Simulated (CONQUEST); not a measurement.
BiTe under changes of volume

One of the cells (34.532 Å³/atom); the others are scaled copies at fixed shape and fractional positions:

```
Bi Te
1.0
     4.60528    0.00000    0.00000
     0.00000    4.60528    0.00000
     0.00000    0.00000    6.51285
Bi Te
2 2
Cartesian
  0.0000 0.0000 0.0000
  2.3026 2.3026 3.2564
  0.0000 0.0000 3.2564
  2.3026 2.3026 0.0000
```

- Program: CONQUEST 1.3
- Functional: PBE
- Potentials or basis: PseudoDojo NC PBE, DZP, grid of 48 × 48 × 64 points
- k mesh: 6 × 6 × 4
- Occupations: fermi-dirac, width 0.05 eV
- Spin: no spin polarisation

| volume (Å³/atom) | energy over the lowest point (meV/atom) | pressure (GPa) |
| --- | --- | --- |
| 32.501 | 24.27 | 3.6 |
| 33.178 | 11.77 | 2.4 |
| 33.855 | 3.72 | 1.4 |
| 34.532 | 0.00 | 0.3 |
| 35.209 | ? | ? |
| 35.886 | 4.22 | -1.1 |

Question: What does the run at 35.209 Å³/atom give?

Answer: Energy over the lowest point 0.74 meV/atom; pressure -0.5 GPa.

Worked out: A Birch-Murnaghan fit of order 3 (a polynomial in V^(-2/3)) to the other rows has its minimum at 34.83 Å³/atom with B0 = V·E''(V) = 47 GPa (rough, since the energies scatter). It gives 0.23 meV/atom at 35.209 Å³/atom, against the run's 0.74, and -dE/dV = -0.5 GPa, against -0.5.

Energies are extrapolated to zero smearing.

Caveats: the basis of atomic orbitals isn't converged, which shifts pressures, moduli and gaps; the real-space grid breaks the cell's symmetry a little.
